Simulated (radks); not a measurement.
# Ionising osmium step by step, Os to Os¹⁸⁺

The task here is to estimate one member of a computed series from the others.

Method: scalar-relativistic Kohn-Sham, r2SCAN, spin-polarised, spherical densities, finite nucleus; open shells are filled with parallel spins first. Code: radks (a radial shooting solver on a logarithmic mesh, Libxc functionals) version 1.

## Starting point

```
element             : osmium (Z = 76)
charges             : 0 to 18
first configuration : [Xe] 4f14 5d6 6s2
last configuration  : [Kr] 4d10 4f12
```

The outer shells:

Os
```
[Xe] core
4f [↑↓][↑↓][↑↓][↑↓][↑↓][↑↓][↑↓]
5d [↑↓][↑ ][↑ ][↑ ][↑ ]
6s [↑↓]
```

Os¹⁸⁺
```
[Kr] core
4d [↑↓][↑↓][↑↓][↑↓][↑↓]
4f [↑↓][↑↓][↑↓][↑↓][↑↓][↑ ][↑ ]
```

The first run:

Settings of this run:

```text
Z 76
configuration [Xe] 4f14 5d6 6s2
relativity scalar-relativistic
functional r2scan,r2scan
spin polarised
nucleus finite rms 5.4126 fm
c 137.035999084
```

Steps of the session up to this table: Os, [Xe] 4f14 5d6 6s2; Os⁺, [Xe] 4f14 5d6 6s1; Os²⁺, [Xe] 4f14 5d6; Os³⁺, [Xe] 4f14 5d5; Os⁴⁺, [Xe] 4f14 5d4; Os⁵⁺, [Xe] 4f14 5d3; Os⁶⁺, [Xe] 4f14 5d2; Os⁷⁺, [Xe] 4f14 5d1; Os⁸⁺, [Xe] 4f14; Os⁹⁺, [Kr] 4d10 4f14 5s2 5p5; Os¹⁰⁺, [Kr] 4d10 4f14 5s2 5p4; Os¹¹⁺, [Kr] 4d10 4f14 5s2 5p3; Os¹²⁺, [Kr] 4d10 4f14 5s2 5p2; Os¹³⁺, [Kr] 4d10 4f13 5s2 5p2; Os¹⁴⁺, [Kr] 4d10 4f14 5s2; Os¹⁵⁺, [Kr] 4d10 4f13 5s2; Os¹⁶⁺, [Kr] 4d10 4f12 5s2; Os¹⁷⁺, [Kr] 4d10 4f12 5s1; Os¹⁸⁺, [Kr] 4d10 4f12.

One table of the session follows, with a row left open; its other results are not shown here.

```
species  Δ-SCF (eV)  −ε(HOMO) (eV)
     Os       8.161          4.444
    Os⁺      17.779         11.746
   Os²⁺      26.048         20.717
   Os³⁺      43.293         36.866
   Os⁴⁺      56.717         49.886
   Os⁵⁺      70.871         63.703
   Os⁶⁺      85.622         78.185
   Os⁷⁺      100.77         93.189
   Os⁸⁺           ?              ?
   Os⁹⁺      191.82         182.50
  Os¹⁰⁺      210.67         201.34
  Os¹¹⁺      237.42         227.40
  Os¹²⁺      282.52         247.69
  Os¹³⁺      252.68         273.34
  Os¹⁴⁺      334.83         316.78
  Os¹⁵⁺      371.84         353.15
  Os¹⁶⁺      404.40         390.81
  Os¹⁷⁺      432.42         419.60
```

**Question.** Estimate the row for Os⁸⁺.

The run gave: Δ-SCF (eV): 172.94; −ε(HOMO) (eV): 163.59. In the column «Δ-SCF (eV)» it lies between Os⁷⁺ (100.77) and Os⁹⁺ (191.82).

Caveats from the session: The value falls from Os¹²⁺ to Os¹³⁺, which no real series does: the configurations typed for these ions aren't both the lowest at this level. Open shells are spherical and high-spin; term and fine-structure splittings are not resolved.
